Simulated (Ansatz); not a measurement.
# Zn5CdSe6: a closer look at a trial structure

This session takes a relaxed cell of Zn5CdSe6 and sets out to compute bands, density of states and charges.

Program: Ansatz 0.2.0. Level of theory: DFT PBE, scalar-relativistic, plane waves, PAW. These are calculated values, not measurements.

1 further run of the same task is left out (it didn't finish).

## (1) The starting structure

The structure is tetragonal, space group P-4m2 (No. 115). The conventional cell has a = 4.097 Å, b = 4.097 Å, c = 17.517 Å, α = 90.00°, β = 90.00°, γ = 90.00°. Around Zn (site symmetry 2mm) lie 4 Se at 2.49 Å. Zn (site symmetry -4m2) is surrounded by 4 Se at 2.49 Å. Zn (site symmetry 2mm) is surrounded by 4 Se at 2.48 to 2.49 Å. Around Cd (site symmetry -4m2) lie 4 Se at 2.65 Å. Se (site symmetry 2mm) is surrounded by 4 Zn at 2.49 Å. Se (site symmetry 2mm) has 2 Zn at 2.48 Å and 2 Cd at 2.65 Å as nearest neighbours.

As a file:

```cif
data_structure
_symmetry_space_group_name_H-M 'P 1'
_symmetry_Int_Tables_number 1
_cell_length_a 4.0973
_cell_length_b 4.0973
_cell_length_c 17.5168
_cell_angle_alpha 90.000
_cell_angle_beta 90.000
_cell_angle_gamma 90.000
_cell_volume 294.07
loop_
_atom_site_label
_atom_site_type_symbol
_atom_site_fract_x
_atom_site_fract_y
_atom_site_fract_z
_atom_site_occupancy
Zn1 Zn 0.00000 0.00000 0.83835 1
Zn2 Zn 0.50000 0.50000 0.00000 1
Zn3 Zn 0.00000 0.00000 0.16165 1
Zn4 Zn 0.50000 0.50000 0.32340 1
Zn5 Zn 0.50000 0.50000 0.67660 1
Cd1 Cd 0.00000 0.00000 0.50000 1
Se1 Se 0.50000 0.00000 0.91918 1
Se2 Se 0.00000 0.50000 0.08082 1
Se3 Se 0.50000 0.00000 0.24248 1
Se4 Se 0.00000 0.50000 0.40365 1
Se5 Se 0.50000 0.00000 0.59635 1
Se6 Se 0.00000 0.50000 0.75752 1
```

The cell was relaxed beforehand at this level, from a generated guess; it is a trial structure. At a tolerance of 0.02 Å it has space group P-4m2 (No. 115); it has 24.51 Å³/atom, an uncorrected energy of -0.69 eV/atom over the elements.

## (2) Bands, states and charges

File input.yaml:

```yaml
crystal:
  lattice:
    - [4.0973308778, 0.0, 0.0]
    - [0.0, 4.0973308778, 0.0]
    - [0.0, 0.0, 17.5168486412]
  atoms:
    - { symbol: Zn, position: [0.0, 0.0, 0.8383511549] }
    - { symbol: Zn, position: [0.5, 0.5, 0.0] }
    - { symbol: Zn, position: [0.0, 0.0, 0.1616488451] }
    - { symbol: Zn, position: [0.5, 0.5, 0.3233954317] }
    - { symbol: Zn, position: [0.5, 0.5, 0.6766045683] }
    - { symbol: Cd, position: [0.0, 0.0, 0.5] }
    - { symbol: Se, position: [0.5, 0.0, 0.9191828174] }
    - { symbol: Se, position: [0.0, 0.5, 0.0808171826] }
    - { symbol: Se, position: [0.5, 0.0, 0.2424755353] }
    - { symbol: Se, position: [0.0, 0.5, 0.4036524478] }
    - { symbol: Se, position: [0.5, 0.0, 0.5963475522] }
    - { symbol: Se, position: [0.0, 0.5, 0.7575244647] }
basis:
  ecutwfc: 420
kpoints:
  mp_grid: { grid: [8, 8, 2] }
  band_path:
    path:
      - [[0.0, 0.0, 0.0], [0.0, 0.5, 0.0], [0.5, 0.5, 0.0], [0.0, 0.0, 0.0], [0.0, 0.0, 0.5], [0.0, 0.5, 0.5], [0.5, 0.5, 0.5], [0.0, 0.0, 0.5]]
      - [[0.0, 0.5, 0.0], [0.0, 0.5, 0.5]]
      - [[0.5, 0.5, 0.0], [0.5, 0.5, 0.5]]
    npoints: 10
hamiltonian:
  xc: pbe
scf:
  occupations: { method: gaussian, width: 0.02 }
  n_extra_bands: 30
output:
  forces: true
  stress: true
  eigenvalues: true
  populations: true
  dos: { projected: true, de: 0.02, nscf_kmesh: { grid: [12, 12, 3] } }
  bader: false
  write_density: true
  write_potential: true
  elf: true
  volumetric_format: npy
```

Started as:

```bash
$ ansatz run input.yaml --threads 1 --pin off --max-ram 2560MiB --backend cpu --events-out ev --progress --plain --runs-dir out
```

Standard output:

```text
Warning: RAYON_NUM_THREADS=1 ignored (pool sized by the plan → 1); use --threads N
scf.n_extra_bands = 30 over 88 filled bands (N_el = 176.0): the run solves 118 bands
Engine: ansatz 0.2.0, aarch64-unknown-linux-gnu
Pseudopotentials: kind: paw
Pseudopotential: Zn, paw, valence charge 12, recommended cutoff 420 eV (normal), Zn.paw.azcp
Pseudopotential: Cd, paw, valence charge 20, recommended cutoff 420 eV (normal), Cd.paw.azcp
Pseudopotential: Se, paw, valence charge 16, recommended cutoff 420 eV (normal), Se.paw.azcp
Functional definition: PBE
  parameter kappa = 0.804
  parameter beta = 0.06672455060314922
  exchange = pbe_x(kappa = kappa, mu = beta*pi^2/3)
  correlation = pbe_c(beta = beta)
Crystal: 12 atoms, lattice volume = 294.075 Å³
Basis set: ecut = 420 eV, 5731 PW (Γ), exchange–correlation on 60×60×240 points (8 copies of the dense FFT grid, shifted against one another)
Bands: 118, of which v1, the nominal top of the filled ones, is band 88 counted from 1 (87 counted from 0)
Symmetry: 8 space group operations
Space group: P-4m2 (ITA 115), of the structure as read, at distance tolerance 6.6e-5 Å
k-points: 30 of 128
Non-local potential: Zn, projectors of the file, l = 0: 2, l = 1: 2, l = 2: 3, l = 3: 1
Non-local potential: Cd, projectors of the file, l = 0: 3, l = 1: 2, l = 2: 2, l = 3: 1
Non-local potential: Se, projectors of the file, l = 0: 2, l = 1: 2, l = 2: 3, l = 3: 1
PAW form: soft (Blöchl's): semilocal exchange-correlation on the pseudo side does not see the compensation charge
PAW one-centre angular grid: Zn, 590 points (default); XC on 64 Gauss nodes
PAW one-centre angular grid: Cd, 590 points (default); XC on 64 Gauss nodes
PAW one-centre angular grid: Se, 590 points (default); XC on 64 Gauss nodes
Initial density: superposition of atomic densities (neutral atoms: chi_scale 0, normalization atom), corrected by the library's trained network
Initial wavefunctions: pseudopotential atomic-orbital guess
Functional: x = pbe(κ = 0.804, μ = 0.2195149727645171), c = pbe(β = 0.06672455060314922)
SCF iter   1: F=—  HF=-57672.393622 eV  |F-HF|=—  |Δ(HF+E_count)|=         —  Δρ=8.54e-4  dr2=3.88e-3  ethr=1.77e-3  ⟨swp⟩=6.0  Hψ=13340  notcnv=0  defer=90
preconditioner: auto → Resta (q_TF=auto, 2.505 Å⁻¹)  ε∞=4.2  [insulator: Δε(μ)=0.953 eV  Ē_g=12.561 eV  σ=0.020 eV  W_gap=1.00  n_scr=84 (ndim 8)  ℏωp=22.5 eV  f_vac=0.144  D(μ)=0.00/eV (n_scr^D=0)  ε∞_Penn≈4.2]
SCF iter   2: F=—  HF=-57672.395107 eV  |F-HF|=—  |Δ(HF+E_count)|=   1.48e-3  Δρ=5.24e-4  dr2=1.04e-3  ethr=2.20e-6  ⟨swp⟩=2.1  Hψ=6487  notcnv=0  defer=572
SCF iter   3: F=—  HF=-57672.395281 eV  |F-HF|=—  |Δ(HF+E_count)|=   1.74e-4  Δρ=3.54e-4  dr2=2.50e-4  ethr=5.89e-7  ⟨swp⟩=2.0  Hψ=4449  notcnv=0  defer=572
SCF iter   4: F=—  HF=-57672.395206 eV  |F-HF|=—  |Δ(HF+E_count)|=   7.43e-5  Δρ=1.03e-4  dr2=2.89e-5  ethr=1.42e-7  ⟨swp⟩=2.0  Hψ=4131  notcnv=0  defer=572
SCF iter   5: F=—  HF=-57672.395406 eV  |F-HF|=—  |Δ(HF+E_count)|=   2.00e-4  Δρ=4.88e-5  dr2=9.84e-6  ethr=1.64e-8  ⟨swp⟩=2.0  Hψ=3862  notcnv=0  defer=572
SCF iter   6: F=—  HF=-57672.395425 eV  |F-HF|=—  |Δ(HF+E_count)|=   1.89e-5  Δρ=1.65e-5  dr2=6.99e-7  ethr=5.59e-9  ⟨swp⟩=2.0  Hψ=4461  notcnv=0  defer=572
SCF iter   7: F=-57672.395426 eV  HF=-57672.395425 eV  |F-HF|=1.25e-7  |Δ(HF+E_count)|=   6.41e-7  Δρ=6.53e-6  dr2=9.09e-8  ethr=5.68e-11  ⟨swp⟩=12.4  Hψ=28528  notcnv=0
SCF 1 converged in 7 iterations: F = -57672.395426 eV  dr2 = 9.09e-8
NSCF: frozen V_eff on 93 k-points
NSCF: frozen V_eff on 56 k-points
SCF converged after 7 iterations
Free energy (F): -57672.395426 eV
Harris-Foulkes:  -57672.395425 eV  (|F-HF|=1.25e-7)
Internal energy: -57672.395426 eV  (E = F + TS)
E sigma→0 (E₀):  -57672.395426 eV
Fermi energy:    6.942118 eV
--- Per-component energies (eV) ---
  E_band       = -2865.833593
  E_kinetic    = 1869.322124
  E_local      = -28736.186171  (includes V_loc(G=0)·N_el)
  E_nonlocal   = -468.348584
  E_hartree    = 13376.739423
  E_xc         = -1485.506530
  E_vxc        = -1067.285409  (∫ρ·V_xc dr)
  E_paw        = -24694.134937  (= ΣΔE_a)
  E_vpaw       = -1216.822565  (= ΣTr[D̂ρ^β])
  E_aug_tail   = -0.005152  (compensation charges beyond the density's cutoff)
  E_ewald      = -17534.275599
  E_smearing   = -0.000000  (= −TS)
  E_closure    = 0.000000  (closes the sum)
  Σ components = -57672.395426   (vs F -57672.395426, Δ=0.00e0)
--- Forces (eV/Å), atoms counted from 1 ---
  atom   1  Zn    -0.00000000     0.00000000    -0.00005186
  atom   2  Zn     0.00000000     0.00000000     0.00000000
  atom   3  Zn     0.00000000     0.00000000     0.00005186
  atom   4  Zn    -0.00000000     0.00000000    -0.00152917
  atom   5  Zn     0.00000000     0.00000000     0.00152917
  atom   6  Cd    -0.00000000     0.00000000     0.00000000
  atom   7  Se    -0.00000000     0.00000000    -0.00019121
  atom   8  Se     0.00000000     0.00000000     0.00019121
  atom   9  Se    -0.00000000     0.00000000     0.00120568
  atom  10  Se     0.00000000     0.00000000    -0.00193197
  atom  11  Se    -0.00000000     0.00000000     0.00193197
  atom  12  Se    -0.00000000     0.00000000    -0.00120568
  max |Σ_I F_I| component: 6.77e-27 eV/Å
--- Stress (GPa, compression-positive) ---
       -0.003032       0.000000      -0.000000
        0.000000      -0.003032       0.000000
       -0.000000       0.000000      -0.009721
  P = ⅓ Tr σ = -0.0053 GPa (-0.053 kbar)
--- Band table (eV; the first three rows and the last of 30) ---
  k-point 0: bands = ["-95.2138", "-56.2936", "-56.2936", "-56.2608", "-40.3294", "-40.3294", "-40.3283", "-40.3282", "-40.3256", "-40.3256", "-40.3254", "-40.3254", "-40.3251", "-40.3251", "-40.3247", "-40.3247", "-40.3245", "-40.3245", "-40.3243", "-40.3242", "-40.3207", "-40.3207", "-40.3201", "-40.3201", "-40.2724", "-40.2724", "-40.2700", "-40.2700", "-40.2595", "-40.2595", "-40.2498", "-40.2498", "-40.2497", "-40.2497", "-6.5107", "-6.3385", "-6.2117", "-5.8720", "-5.7855", "-5.5889", "-1.3494", "-1.3494", "-1.3254", "-1.2055", "-1.1016", "0.0513", "0.0516", "0.0571", "0.0571", "0.0702", "0.0870", "0.0901", "0.0901", "0.1475", "0.1475", "0.1924", "0.2023", "0.2023", "0.2536", "0.2536", "0.2966", "0.3696", "0.3746", "0.3804", "0.3874", "0.3895", "0.3982", "0.4113", "0.4212", "0.5087", "1.9442", "2.8198", "2.8221", "4.3991", "4.3991", "4.5838", "4.6092", "4.7565", "4.7565", "4.9591", "4.9591", "5.7597", "5.7597", "5.9151", "5.9151", "6.3925", "6.4606", "6.4606", "7.4234", "9.3180", "9.3671", "9.5641", "9.7895", "9.9995", "10.0153", "10.2382", "10.4256", "11.2264", "11.2386", "12.2991", "12.2991", "12.3041", "13.2470", "13.2470", "13.3748", "13.3748", "14.3711", "15.2899", "15.3104", "15.3399", "15.3977", "15.3977", "15.5554", "15.5554", "16.2156", "16.7195", "17.2494", "17.2494"]
  k-point 1: bands = ["-95.2138", "-56.2936", "-56.2936", "-56.2608", "-40.3294", "-40.3294", "-40.3283", "-40.3282", "-40.3256", "-40.3256", "-40.3254", "-40.3254", "-40.3251", "-40.3251", "-40.3247", "-40.3247", "-40.3245", "-40.3245", "-40.3243", "-40.3242", "-40.3207", "-40.3207", "-40.3201", "-40.3201", "-40.2724", "-40.2724", "-40.2700", "-40.2700", "-40.2595", "-40.2595", "-40.2498", "-40.2498", "-40.2497", "-40.2497", "-6.4964", "-6.3912", "-6.1132", "-5.9966", "-5.6802", "-5.6298", "-1.3494", "-1.3494", "-1.3254", "-1.2055", "-1.1016", "0.0514", "0.0540", "0.0559", "0.0559", "0.0638", "0.0902", "0.0939", "0.0939", "0.1419", "0.1419", "0.1930", "0.2071", "0.2071", "0.2519", "0.2519", "0.2986", "0.3686", "0.3751", "0.3804", "0.3875", "0.3981", "0.4093", "0.4114", "0.4212", "0.4805", "2.1905", "2.2066", "3.6399", "3.6511", "4.4411", "4.4411", "4.6100", "4.6100", "5.2241", "5.2241", "5.4181", "5.4181", "5.5960", "5.6570", "6.2216", "6.2216", "6.3343", "6.3343", "8.1980", "8.2934", "9.5758", "9.6883", "9.8773", "10.0396", "10.1495", "10.2948", "10.5731", "10.5885", "11.9030", "11.9699", "12.5358", "12.5358", "12.6191", "12.6191", "14.1676", "14.2457", "14.2457", "14.3983", "14.3983", "14.7962", "15.7696", "16.3647", "16.5308", "16.5308", "16.5503", "16.5998", "16.7205", "16.7205"]
  k-point 2: bands = ["-95.2138", "-56.2936", "-56.2936", "-56.2608", "-40.3293", "-40.3293", "-40.3282", "-40.3282", "-40.3256", "-40.3256", "-40.3254", "-40.3254", "-40.3251", "-40.3251", "-40.3247", "-40.3247", "-40.3246", "-40.3246", "-40.3243", "-40.3243", "-40.3207", "-40.3207", "-40.3201", "-40.3201", "-40.2724", "-40.2724", "-40.2700", "-40.2700", "-40.2595", "-40.2595", "-40.2498", "-40.2497", "-40.2497", "-40.2497", "-6.4510", "-6.2881", "-6.1677", "-5.8511", "-5.7704", "-5.5901", "-1.3599", "-1.3466", "-1.2846", "-1.1876", "-1.1114", "0.0606", "0.0638", "0.0673", "0.0695", "0.0908", "0.0939", "0.0981", "0.1074", "0.1455", "0.1471", "0.1963", "0.1990", "0.2315", "0.2440", "0.2615", "0.3107", "0.3752", "0.3767", "0.3776", "0.3849", "0.3956", "0.4041", "0.4078", "0.4153", "0.5374", "1.9673", "2.6628", "2.6910", "4.0246", "4.1038", "4.1820", "4.4933", "4.5923", "4.7794", "4.8305", "5.0285", "5.5097", "5.7711", "5.8380", "5.9254", "5.9320", "6.2282", "6.4205", "8.2506", "9.3183", "9.3993", "9.7549", "10.0459", "10.2622", "10.4608", "10.6697", "10.8694", "11.6123", "11.6403", "12.1098", "12.3994", "12.5989", "13.0171", "13.1797", "13.2203", "13.3036", "13.9445", "14.1495", "14.9982", "15.1405", "15.3056", "15.7465", "16.0109", "16.4059", "16.5634", "16.5798", "16.8477", "16.9033"]
  k-point 29: bands = ["-95.2138", "-56.2939", "-56.2939", "-56.2608", "-40.3291", "-40.3291", "-40.3279", "-40.3279", "-40.3257", "-40.3257", "-40.3255", "-40.3255", "-40.3252", "-40.3252", "-40.3248", "-40.3247", "-40.3246", "-40.3246", "-40.3244", "-40.3244", "-40.3206", "-40.3206", "-40.3200", "-40.3200", "-40.2724", "-40.2724", "-40.2699", "-40.2699", "-40.2596", "-40.2595", "-40.2498", "-40.2498", "-40.2495", "-40.2495", "-5.6023", "-5.6023", "-5.5985", "-5.5985", "-5.5900", "-5.5900", "-1.2804", "-1.1691", "-1.1546", "-1.0591", "-1.0591", "0.1168", "0.1236", "0.1438", "0.1730", "0.1801", "0.2500", "0.2500", "0.2614", "0.2679", "0.2701", "0.2701", "0.2862", "0.3074", "0.3359", "0.3551", "0.3869", "0.3895", "0.4126", "0.4133", "0.4553", "0.4553", "0.5635", "0.5635", "0.6203", "0.6203", "1.8384", "1.8563", "1.8574", "1.9036", "1.9075", "2.7262", "3.8917", "3.9281", "4.0172", "4.0172", "4.2145", "4.3004", "4.3004", "4.3160", "4.3504", "4.3521", "4.3786", "4.3786", "9.8724", "9.8724", "9.9430", "9.9430", "10.0293", "10.2952", "10.3383", "10.4369", "11.6937", "11.7630", "11.8739", "11.8739", "13.1191", "13.1191", "14.0279", "14.1031", "15.7915", "15.9740", "15.9740", "15.9830", "16.0869", "16.1308", "16.3852", "16.3852", "17.3898", "17.4184", "17.4538", "17.4961", "17.6169", "17.7717"]
--- Löwdin populations: 12 sites ---
  site symbol       q [e]
     0     Zn     10.7786
     1     Zn     10.7783
     2     Zn     10.7786
     3     Zn     10.7753
     4     Zn     10.7753
     5     Cd     18.7849
     6     Se     17.0284
     7     Se     17.0284
     8     Se     17.0236
     9     Se     17.0343
    10     Se     17.0343
    11     Se     17.0236
  spilling = 0.006570 (of n_electrons = 176.000000)
```

Wall time 14 min (1 thread of Arm Neoverse V1, shared host); peak memory 1.9 GiB.

By site:

```csv
atom,Löwdin electrons
Zn1,10.78
Zn2,10.78
Zn3,10.78
Zn4,10.78
Zn5,10.78
Cd6,18.78
Se7,17.03
Se8,17.03
Se9,17.02
Se10,17.03
Se11,17.03
Se12,17.02
```

The Löwdin counts miss 1.16 of the 176 electrons, which the atomic orbitals do not span, so they are no charges.

From bands.tsv, the levels nearest the gap at the path's corners, in eV from the valence-band top:

| point | band 85 | band 86 | band 87 | band 88 | band 89 | band 90 | band 91 | band 92 |
| --- | --- | --- | --- | --- | --- | --- | --- | --- |
| Γ | -0.54 | -0.07 | 0.00 | 0.00 | 0.96 | 2.86 | 2.91 | 3.10 |
| X | -0.90 | -0.90 | -0.88 | -0.45 | 2.74 | 2.79 | 2.80 | 2.84 |
| M | -2.05 | -2.00 | -2.00 | -1.97 | 3.07 | 3.07 | 3.35 | 3.58 |
| Γ | -0.54 | -0.07 | 0.00 | 0.00 | 0.96 | 2.86 | 2.91 | 3.10 |
| Z | -0.24 | -0.24 | -0.13 | -0.13 | 1.74 | 1.83 | 3.12 | 3.23 |
| R | -0.88 | -0.83 | -0.81 | -0.45 | 2.38 | 2.41 | 3.46 | 3.54 |
| A | -2.11 | -2.11 | -2.08 | -2.08 | 3.41 | 3.41 | 3.48 | 3.48 |
| Z | -0.24 | -0.24 | -0.13 | -0.13 | 1.74 | 1.83 | 3.12 | 3.23 |
| X | -0.90 | -0.90 | -0.88 | -0.45 | 2.74 | 2.79 | 2.80 | 2.84 |
| R | -0.88 | -0.83 | -0.81 | -0.45 | 2.38 | 2.41 | 3.46 | 3.54 |
| M | -2.05 | -2.00 | -2.00 | -1.97 | 3.07 | 3.07 | 3.35 | 3.58 |
| A | -2.11 | -2.11 | -2.08 | -2.08 | 3.41 | 3.41 | 3.48 | 3.48 |

Highest filled and lowest empty level along the path:

```
distance (1/Å)  highest filled (eV)  lowest empty (eV)
          0.00                 0.00               0.96
          0.31                -0.10               2.34
          0.61                -0.39               2.48
          0.92                -0.70               3.03
          1.23                -1.52               3.58
          1.53                -1.97               3.07
          1.97                -1.08               3.54
          2.40                -0.22               2.02
          2.65                -0.01               1.02
          2.73                -0.06               1.35
          2.80                -0.13               1.74
          3.10                -0.18               2.26
          3.41                -0.39               2.53
          3.72                -0.72               2.80
          4.02                -1.54               3.39
          4.33                -2.08               3.41
          4.76                -1.02               3.60
          5.20                -0.07               2.17
          5.43                -0.45               2.70
          5.50                -0.45               2.49
          5.58                -0.45               2.38
          5.63                -1.98               3.08
          5.70                -2.03               3.21
          5.77                -2.08               3.41
```

Counts of states by energy window (eV from the valence-band top), total and by projection:

| from | to | total | Zn 4s | Zn 3d | Cd 4d | Se 4p |
| --- | --- | --- | --- | --- | --- | --- |
| -7 | -6 | 44.18 | 0.20 | 42.18 | 0.06 | 1.63 |
| -6 | -5 | 5.82 | 0.05 | 5.56 | 0.02 | 0.07 |
| -5 | -4 | 7.32 | 1.97 | 0.44 | 0.03 | 4.43 |
| -4 | -3 | 3.27 | 0.45 | 0.27 | 0.03 | 1.94 |
| -3 | -2 | 7.92 | 0.26 | 0.38 | 0.05 | 6.75 |
| -2 | -1 | 11.67 | 0.14 | 0.49 | 0.08 | 10.38 |
| -1 | 0 | 5.82 | 0.03 | 0.27 | 0.06 | 5.25 |
| 0 | 1 | 0.01 | 0.00 | 0.00 | 0.00 | 0.01 |
| 1 | 2 | 0.11 | 0.05 | 0.00 | 0.00 | 0.03 |
| 2 | 3 | 1.64 | 0.63 | 0.00 | 0.00 | 0.41 |
| 3 | 4 | 7.65 | 2.25 | 0.02 | 0.00 | 1.66 |
| 4 | 5 | 5.75 | 1.46 | 0.01 | 0.00 | 1.15 |
| 5 | 6 | 7.57 | 0.64 | 0.01 | 0.00 | 0.64 |

Below -7 eV lie 90 or so more states.

Density in a lattice plane of the grid's cell (edges 4.10 and 17.52 Å, at 0.000 of the third edge), which holds Zn and Cd and Se.

Ten even steps from '0' (0.00 e/Å³) to '9' (37.65 e/Å³):
```
000100
000400
700000
000000
000000
000000
000000
000900
000000
710001
000000
000000
000000
000000
000900
000000
700000
000000
000000
000000
```
Columns run along the first of these edges and rows up along the second, over one cell in 6 and 20 even steps from the bottom left corner. Atoms in the plane (fractional): Zn at (0.00, 0.84), Zn at (0.00, 0.16), Cd at (0.00, 0.50), Se at (0.50, 0.92), Se at (0.50, 0.24), Se at (0.50, 0.60).

ELF in the same plane.

Ten even steps from '0' (0.00) to '9' (0.92):
```
048684
148384
015751
121012
100000
000100
027872
068186
328882
941314
321012
000000
000100
027872
168186
128882
012321
110001
000000
003630
```
Columns run along the first of these edges and rows up along the second, over one cell in 6 and 20 even steps from the bottom left corner. Atoms in the plane (fractional): Zn at (0.00, 0.84), Zn at (0.00, 0.16), Cd at (0.00, 0.50), Se at (0.50, 0.92), Se at (0.50, 0.24), Se at (0.50, 0.60).

Both are smooth fields of the valence electrons: close to the nuclei they are not physical.

Outside the cores ELF peaks at 0.83 in the shell around Se, 0.9 Å from Se.

## (3) What came out

```
quantity                        value
     gap  0.96 eV, direct on the path
```

What this shows: It has a gap of 0.96 eV, with the valence top at Γ and the conduction bottom at Γ on the path. Of the projected weight, the top eV of the valence band is Se 4p (93 %), and the lowest eV of the conduction band Zn 4s (42 %) and Se 4p (23 %).
